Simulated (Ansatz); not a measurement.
**InBr2Cl: basis-set convergence**

Aim: see how fast density functionals converge with the basis set for InBr2Cl.

Program: Ansatz 0.2.0, Gaussian basis. Level of theory: one geometry, several basis sets. These are calculated values, not measurements.

Levels to be run: PBE0-D4/def2-SVP; ωB97M-V/def2-SVP; PBE0-D4/def2-QZVPP; ωB97M-V/def2-QZVPP; the functionals' def2-TZVPP values are taken from earlier runs.

1 further run of the same task is left out (for a known fault of the program).

## (1) The geometry

An earlier PBE0-D4 in a triple-zeta def2 set relaxation fixed the geometry. In takes the def2 core potential; no spin-orbit term is included.

SMILES `[Cl][In]([Br])[Br]`, 4 atoms, charge 0, spin multiplicity 1.

Atoms are counted from 1 here; the program's logs count them from 0.

Bond lengths: Cl1–In2 2.299 Å, In2–Br3 2.434 Å, In2–Br4 2.434 Å. Angles: Cl1–In2–Br3 119.4°, Cl1–In2–Br4 119.4°, Br3–In2–Br4 121.2°.

## (2) PBE0-D4 in def2-SVP

in.yaml

```yaml
crystal:
  periodic: [false, false, false]
  atoms:
    - {symbol: Cl, position_ang: [-1.918364, -0.981535, 0.865525]}
    - {symbol: In, position_ang: [-0.018889, -0.009657, 0.008519]}
    - {symbol: Br, position_ang: [2.162814, -0.776119, 0.767664]}
    - {symbol: Br, position_ang: [-0.225550, 1.767312, -1.641708]}
basis:
  gaussian: {orbitals: def2-SVP}
hamiltonian: {xc: pbe0, dispersion: d4}
output: {orbitals: {seedname: orbitals}}
```

Started as:

```bash
> ansatz run in.yaml --threads 4 --pin off --events-out ev --progress --plain --max-ram 10444MiB
```

After this run come: ωB97M-V in def2-SVP; PBE0-D4 in def2-QZVPP; ωB97M-V in def2-QZVPP.

Before running them: what should the planned runs give, taken together? Wanted: PBE0-D4: double and triple zeta above quadruple; ωB97M-V: double and triple zeta above quadruple.

As calculated:

| quantity | value |
| --- | --- |
| PBE0-D4: double and triple zeta above quadruple | 24.86, 3.27 eV |
| ωB97M-V: double and triple zeta above quadruple | 24.59, 3.14 eV |

What this shows: For PBE0-D4 the step from double to triple zeta gains 21.60 eV and the next only 3.27 eV. Total energies overstate the basis error of differences, where much of it tends to cancel.
